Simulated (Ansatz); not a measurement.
# C2H6OSn: one species, many methods

The task here is to estimate one member of a computed series from the others.

The runs use Ansatz 0.2.0, Gaussian basis; functionals in def2-TZVPP, the program's frozen cores in correlated methods.

Plan: LDA (SPW92), PBE-D4, revPBE-D4, BLYP-D4, r2SCAN-D4, B97M-V, PBE0-D4, B3LYP-D4, r2SCANh-D4, r2SCAN0-D4, HSE06-D4, BHLYP-D4, CAM-B3LYP-D4, LC-ωPBE, ωB97X-V, ωB97M-V, B2PLYP, PBE-QIDH; CCSD(T)/def2-SVP; CCSD(T)/def2-TZVPP; CCSD(T)/def2-QZVPP; extrapolation to the limit; RPA on PBE.

### The relaxed structure

The geometry comes from an earlier relaxation with PBE0-D4 in a triple-zeta def2 set; it is a stationary point, not always the lowest conformer. Sn takes the def2 core potential; no spin-orbit term is included.

SMILES `C[CH2][Sn][OH]`, 10 atoms, charge 0, spin multiplicity 1.

Atoms are counted from 1 here; the program's logs count them from 0.

Bond lengths: C1–C2 1.519 Å, C1–H5 1.095 Å, C1–H6 1.095 Å, C1–H7 1.095 Å, C2–Sn3 2.211 Å, C2–H8 1.098 Å, C2–H9 1.098 Å, Sn3–O4 1.983 Å, O4–H10 0.962 Å. Angles: C2–C1–H5 111.8°, C2–C1–H6 112.4°, C2–C1–H7 111.8°, H5–C1–H6 106.6°, H5–C1–H7 107.3°, H6–C1–H7 106.6°, C1–C2–Sn3 116.9°, C1–C2–H8 111.0°, C1–C2–H9 111.0°, Sn3–C2–H8 106.1°, Sn3–C2–H9 106.0°, H8–C2–H9 105.1°, C2–Sn3–O4 96.8°, Sn3–O4–H10 114.6°.

Set-up of the first run:

in.yaml reads:

```yaml
crystal:
  periodic: [false, false, false]
  atoms:
    - {symbol: C, position_ang: [-0.813880, 0.556250, 0.072989]}
    - {symbol: C, position_ang: [-0.062488, -0.491612, 0.876763]}
    - {symbol: Sn, position_ang: [1.785027, -1.306627, -0.022752]}
    - {symbol: O, position_ang: [1.726408, -0.233575, -1.689827]}
    - {symbol: H, position_ang: [-1.137301, 0.168373, -0.898349]}
    - {symbol: H, position_ang: [-1.715442, 0.907721, 0.585189]}
    - {symbol: H, position_ang: [-0.197830, 1.440894, -0.117736]}
    - {symbol: H, position_ang: [-0.703089, -1.356624, 1.091230]}
    - {symbol: H, position_ang: [0.226589, -0.099639, 1.860391]}
    - {symbol: H, position_ang: [0.975205, 0.363638, -1.754899]}
basis:
  gaussian: {orbitals: def2-TZVPP}
hamiltonian: {xc: lda}
output: {orbitals: {seedname: orbitals}}
```

Command:

```sh
> ansatz run in.yaml --threads 2 --pin off --events-out ev --progress --plain --max-ram 32768MiB --backend cpu
```

Among the steps run: LDA; PBE-D4 (GGA); revPBE-D4 (GGA); BLYP-D4 (GGA); r2SCAN-D4 (meta-GGA); B97M-V (meta-GGA); PBE0-D4 (hybrid); B3LYP-D4 (hybrid); r2SCANh-D4 (hybrid); r2SCAN0-D4 (hybrid); HSE06-D4 (hybrid); BHLYP-D4 (hybrid); CAM-B3LYP-D4 (range-separated); LC-ωPBE (range-separated); ωB97X-V (range-separated); ωB97M-V (range-separated); B2PLYP (double hybrid); PBE-QIDH (double hybrid).

One table of the session follows, with a row left open; its other results are not shown here.

It belongs to the step «Orbital energies across the functionals». 

| functional | HOMO (eV) | LUMO (eV) | gap (eV) |
| --- | --- | --- | --- |
| LDA (SPW92) | -5.40 | -3.02 | 2.38 |
| PBE-D4 | -5.23 | -2.78 | 2.46 |
| revPBE-D4 | -5.17 | -2.68 | 2.50 |
| BLYP-D4 | -5.11 | -2.73 | 2.38 |
| r2SCAN-D4 | -5.46 | -2.68 | 2.78 |
| B97M-V | -5.40 | -2.74 | 2.67 |
| PBE0-D4 | -6.25 | -2.07 | 4.18 |
| B3LYP-D4 | ? | ? | ? |
| r2SCANh-D4 | -5.84 | -2.41 | 3.42 |
| r2SCAN0-D4 | -6.41 | -2.02 | 4.38 |
| HSE06-D4 | -5.86 | -2.44 | 3.42 |
| BHLYP-D4 | -7.17 | -1.38 | 5.78 |
| CAM-B3LYP-D4 | -7.50 | -1.18 | 6.32 |
| LC-ωPBE | -8.70 | -0.06 | 8.64 |
| ωB97X-V | -8.40 | -0.18 | 8.23 |
| ωB97M-V | -8.32 | -0.35 | 7.97 |

Q: Estimate the row for B3LYP-D4 from the others.

Worked estimate for «HOMO (eV)». Against the share of exact exchange, BLYP-D4 (0, -5.11), BHLYP-D4 (0.5, -7.17) give a slope of -4.12 per unit share; at 0.2 the line stands at -5.93.

**Answer.** HOMO (eV): -6.09; LUMO (eV): -2.33; gap (eV): 3.76. In «HOMO (eV)» the line misses by +0.16.
